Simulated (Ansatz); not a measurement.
# C2H10InN: vertical ionisation energy

Aim: the vertical ionisation energy of C2H10InN, as cation minus neutral at the neutral's geometry, on several levels, and how well −ε(HOMO) stands in for it.

The runs use Ansatz 0.2.0, Gaussian basis; unrestricted cation, the program's frozen cores in correlated methods.

Levels to be run: UKS PBE-D4/def2-TZVPP; UKS r2SCAN-D4/def2-TZVPP; UKS PBE0-D4/def2-TZVPP; UKS B3LYP-D4/def2-TZVPP; UKS wB97X-V/def2-TZVPP; UKS wB97M-V/def2-TZVPP; UKS B2PLYP/def2-TZVPP; UHF-CCSD(T)/def2-TZVPP; UHF-MP2/def2-QZVPP; extrapolation to the limit; then −ε(HOMO) from the neutral's earlier runs with LDA (SPW92), PBE-D4, revPBE-D4, BLYP-D4, r2SCAN-D4, B97M-V, PBE0-D4, B3LYP-D4, r2SCANh-D4, r2SCAN0-D4, HSE06-D4, BHLYP-D4, CAM-B3LYP-D4, LC-ωPBE, ωB97X-V, ωB97M-V.

## 1. The relaxed structure

The geometry comes from an earlier relaxation with PBE0-D4 in a triple-zeta def2 set; it is a stationary point, not always the lowest conformer. In takes the def2 core potential; no spin-orbit term is included.

SMILES `[CH3][InH-]([CH3])[NH3+]`, 14 atoms, charge 0, spin multiplicity 1.

Atoms are counted from 1 here; the program's logs count them from 0.

Bond lengths: C1–In2 2.174 Å, C1–H5 1.092 Å, C1–H6 1.093 Å, C1–H7 1.093 Å, In2–C3 2.174 Å, In2–N4 2.421 Å, In2–H8 1.746 Å, C3–H9 1.093 Å, C3–H10 1.093 Å, C3–H11 1.093 Å, N4–H12 1.013 Å, N4–H13 1.013 Å, N4–H14 1.013 Å. Angles: In2–C1–H5 111.5°, In2–C1–H6 110.3°, In2–C1–H7 111.2°, H5–C1–H6 107.5°, H5–C1–H7 108.6°, H6–C1–H7 107.5°, C1–In2–C3 118.6°, C1–In2–N4 96.5°, C1–In2–H8 119.1°, C3–In2–N4 96.4°, C3–In2–H8 119.0°, N4–In2–H8 95.2°, In2–C3–H9 111.2°, In2–C3–H10 110.4°, In2–C3–H11 111.5°, H9–C3–H10 107.5°, H9–C3–H11 108.6°, H10–C3–H11 107.5° and more.

## 2. Cation, UKS PBE-D4/def2-TZVPP

Input file in.yaml:

```yaml
crystal:
  periodic: [false, false, false]
  atoms:
    - {symbol: C, position_ang: [-1.004355, 1.540283, -1.032328]}
    - {symbol: In, position_ang: [-0.509695, 0.216752, 0.619675]}
    - {symbol: C, position_ang: [1.492995, 0.304765, 1.460614]}
    - {symbol: N, position_ang: [-0.153756, -1.768677, -0.719632]}
    - {symbol: H, position_ang: [-1.878447, 1.184559, -1.582746]}
    - {symbol: H, position_ang: [-1.235935, 2.541415, -0.660799]}
    - {symbol: H, position_ang: [-0.167612, 1.633330, -1.728966]}
    - {symbol: H, position_ang: [-1.801641, -0.465393, 1.576148]}
    - {symbol: H, position_ang: [2.242856, 0.464359, 0.681838]}
    - {symbol: H, position_ang: [1.571983, 1.133768, 2.168094]}
    - {symbol: H, position_ang: [1.740885, -0.612063, 2.000616]}
    - {symbol: H, position_ang: [-0.014587, -2.578183, -0.126492]}
    - {symbol: H, position_ang: [-0.955766, -1.950423, -1.311487]}
    - {symbol: H, position_ang: [0.660073, -1.673693, -1.315635]}
basis:
  gaussian: {orbitals: def2-TZVPP}
total_charge: 1
magnetization: {spin_polarized: true, initial_magnetization: 1}
hamiltonian: {xc: pbe, dispersion: d4}
```

Command:

```sh
$ ansatz run in.yaml --threads 2 --pin off --events-out ev --progress --plain --max-ram 32768MiB --backend cpu
```

The runs that follow: Cation, UKS r2SCAN-D4/def2-TZVPP; Cation, UKS PBE0-D4/def2-TZVPP; Cation, UKS B3LYP-D4/def2-TZVPP; Cation, UKS wB97X-V/def2-TZVPP; Cation, UKS wB97M-V/def2-TZVPP; Cation, UKS B2PLYP (frozen core)/def2-TZVPP; Cation, UHF-CCSD(T)/def2-TZVPP; Cation, UHF-MP2/def2-QZVPP.

Q: Predict the results of all the runs planned. Wanted: ionisation energy, CCSD(T)/CBS; nearest functional by difference; nearest −ε(HOMO); −ε(HOMO) of PBE; T1 of the cation.

The runs gave:

```
                        quantity               value
  ionisation energy, CCSD(T)/CBS             8.76 eV
nearest functional by difference  ωB97M-V (-0.10 eV)
                nearest −ε(HOMO)  ωB97M-V (-0.01 eV)
                 −ε(HOMO) of PBE             5.40 eV
                T1 of the cation               0.034
```

**Reading.** By cation minus neutral, the functionals miss by 0.49 eV at most. The PBE orbital energy is 3.4 eV too small: a semilocal HOMO is no ionisation energy. Among orbital estimates ωB97M-V comes nearest. Hartree-Fock falls 1.05 eV short, as the neutral has more correlation energy than the cation. The cation's T1 (from the report) is 0.034, near the customary mark of 0.045 for open shells, so the coupled-cluster value is less safe. Correlated methods include outer-core shells of In, which these sets cover unevenly. With outer-core shells in play the reference is unsure by up to some tenths of an eV, so close misses can't be ranked.
